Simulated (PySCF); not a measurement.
# The bond of CoO, level by level

What are the lowest state that PBE0 finds, the bond length, vibrational wavenumber and bond energy of CoO, and how much do these hang on the method?

Method: Co def2-TZVPPD, O def2-TZVPPD, no relativity; program: PySCF 2.14.0.

### 1 Input

A driver script around PySCF takes these settings:

* atoms: Co, O
* charge: 0
* basis: Co def2-TZVPPD, O def2-TZVPPD
* Hamiltonian: no relativity
* basis functions: 107
* electrons treated: 35
* masses in u: 58.9332, 15.9949
* levels: PBE0, PBE, r²SCAN, MN15, TPSS, r²SCANh, LDA, M06-2X, LC-ωPBE, HF, MP2, SCS-MP2
* grid: 80 radial by 434 angular points
* occupations: held fixed by the projection of orbital angular momentum
* dissociation limit: Co + O, each in its ground configuration
* starting distance in angstrom: 1.670
* values of 2S to try: 1, 3, 5, 7

Command:

```bash
OMP_NUM_THREADS=2 python dia.py task.json out
```

After this run come: First curve: PBE0; Excited determinants; PBE (GGA); r²SCAN (meta-GGA); MN15 (hybrid meta-GGA); TPSS (meta-GGA); r²SCANh (hybrid meta-GGA); LDA (local density); M06-2X (hybrid meta-GGA); LC-ωPBE (range-separated hybrid); UHF (mean field).

What does the calculation give? Wanted: for each run, Re; ωe; De; μ.

**Answer**, as computed:

Lowest PBE0 solution found, without spin–orbit coupling: ⁴Δ (quartet), unpaired electrons π ↑↑, δ ↑. State 2 has its PBE0 minimum 0.35 eV higher. State 3 has its PBE0 minimum 0.38 eV higher. State 4 has its PBE0 minimum 0.64 eV higher. The other levels ran on the lowest alone.

```tsv
level	Re (Å)	ωe (cm⁻¹)	De (eV)	μ (D)
UHF	1.691	782	-1.10	-8.24
UHF-MP2	1.595	847	3.88	n/a
UHF-SCS-MP2	1.623	797	3.36	n/a
LDA	1.602	918	n/a	-3.69
PBE	1.629	866	5.55	-3.93
TPSS	1.628	878	4.97	-4.22
r²SCAN	1.614	906	4.62	-4.18
r²SCANh	1.610	920	4.01	-4.48
PBE0	1.613	912	3.80	-4.89
MN15	1.614	914	4.39	-4.62
M06-2X	1.632	865	2.88	-5.28
LC-ωPBE	1.603	955	4.43	-5.29
```

De is counted to Co + O in their ground configurations. A positive dipole means Co(−)O(+).

What this shows: The methods spread over 0.095 Å in bond length, from UHF-MP2 to UHF. Among the levels with a De in the table, it runs from -1.10 eV (UHF) to 5.55 eV (PBE).

Correlated steps freeze 6 core orbitals. A negative De means that the minimum lies above the separated atoms at that level. The state is the lowest single determinant that the PBE0 search found; with open d or f shells the true ground state can be another one. At some levels the lowest empty orbital lies below the highest filled one (the two can be of opposite spin).
